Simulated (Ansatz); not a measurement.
# CS2: the cost of one run

Method: DFT PBEsol, plane waves, PAW, scalar-relativistic, no spin polarisation, in Ansatz 0.2.0.

### 1 The system as given

The cell holds 30 atoms (C10S20): a = 9.283 Å, b = 9.283 Å, c = 9.283 Å, α = 90.00°, β = 90.00°, γ = 90.00°.

As a file:

```xyz
30
Lattice="9.2832 0.0000 0.0000 0.0000 9.2832 0.0000 0.0000 0.0000 9.2832" Properties=species:S:1:pos:R:3 pbc="T T T"
S    -0.2565    5.5561    4.1420
C     0.5683    4.4487    4.8703
S     1.3931    3.3413    5.5986
S     8.8224    9.5774    2.8524
C     7.5085    9.1387    3.5725
S     6.1947    8.6999    4.2925
S     3.9710    5.7918    6.0395
C     4.4812    4.3200    5.9362
S     4.9914    2.8482    5.8329
S    -0.6499    5.6372   10.1588
C     0.1649    6.4410    9.0972
S     0.9797    7.2449    8.0357
S     2.7795    9.8218    1.5915
C     3.8153    9.2274    0.5861
S     4.8511    8.6329   -0.4192
S     7.2049    3.0628    2.4853
C     7.0195    2.9870    0.9371
S     6.8341    2.9112   -0.6112
S     4.5647    4.6649    2.8441
C     4.4689    4.8535    1.2974
S     4.3730    5.0421   -0.2494
S     6.2990    6.4085    7.5512
C     7.1247    7.7330    7.5805
S     7.9504    9.0576    7.6097
S     2.0506    3.4238    1.9590
C     2.6371    3.0156    0.5710
S     3.2236    2.6075   -0.8170
S     0.5727    2.2518    7.9171
C     0.3802    1.3427    6.6627
S     0.1877    0.4336    5.4083
```

### 2 Relaxing the start

File input.yaml:

```yaml
crystal:
  lattice:
    - [9.283178, 0.0, 0.0]
    - [0.0, 9.283178, 0.0]
    - [0.0, 0.0, 9.283178]
  atoms:
    - { symbol: S, position: [-0.0276358, 0.5985151, 0.4461812] }
    - { symbol: C, position: [0.0612159, 0.4792235, 0.5246335] }
    - { symbol: S, position: [0.1500677, 0.3599319, 0.6030858] }
    - { symbol: S, position: [0.9503622, 1.031699, 0.3072702] }
    - { symbol: C, position: [0.808834, 0.9844359, 0.384832] }
    - { symbol: S, position: [0.6673058, 0.9371727, 0.4623938] }
    - { symbol: S, position: [0.4277655, 0.6239014, 0.6505845] }
    - { symbol: C, position: [0.4827219, 0.4653584, 0.6394583] }
    - { symbol: S, position: [0.5376784, 0.3068154, 0.6283321] }
    - { symbol: S, position: [-0.0700096, 0.6072468, 1.0943256] }
    - { symbol: C, position: [0.017764, 0.693841, 0.9799703] }
    - { symbol: S, position: [0.1055376, 0.7804352, 0.865615] }
    - { symbol: S, position: [0.2994115, 1.0580259, 0.1714385] }
    - { symbol: C, position: [0.4109928, 0.9939867, 0.0631405] }
    - { symbol: S, position: [0.5225741, 0.9299475, -0.0451576] }
    - { symbol: S, position: [0.7761197, 0.329931, 0.2677181] }
    - { symbol: C, position: [0.7561494, 0.3217657, 0.1009416] }
    - { symbol: S, position: [0.7361791, 0.3136003, -0.0658349] }
    - { symbol: S, position: [0.4917197, 0.502509, 0.3063686] }
    - { symbol: C, position: [0.4813956, 0.5228288, 0.139754] }
    - { symbol: S, position: [0.4710715, 0.5431485, -0.0268605] }
    - { symbol: S, position: [0.6785432, 0.6903328, 0.8134301] }
    - { symbol: C, position: [0.7674887, 0.8330166, 0.8165795] }
    - { symbol: S, position: [0.8564342, 0.9757004, 0.819729] }
    - { symbol: S, position: [0.2208984, 0.3688129, 0.2110284] }
    - { symbol: C, position: [0.2840753, 0.3248489, 0.0615101] }
    - { symbol: S, position: [0.3472523, 0.2808849, -0.0880082] }
    - { symbol: S, position: [0.061693, 0.2425659, 0.852843] }
    - { symbol: C, position: [0.040954, 0.144636, 0.7177153] }
    - { symbol: S, position: [0.020215, 0.046706, 0.5825876] }
basis:
  ecutwfc: 420.0
kpoints:
  mp_grid: { grid: [1, 1, 1] }
hamiltonian:
  xc: pbesol
scf:
  occupations: { method: fermi_dirac, width: 0.05 }
  lower_state_search: "off"
relax:
  f_tol: 0.3
  max_steps: 15
  adjacent_minimum: "off"
```

The run is started by

```bash
$ ansatz run input.yaml --threads 1 --pin off --max-ram 3072MiB --backend cpu --events-out ev --progress --plain --runs-dir out
```

Q: Estimate wall time and peak memory on 1 thread of Arm Neoverse V1, shared host.

About 95 s, with a peak of 0.62 GiB.
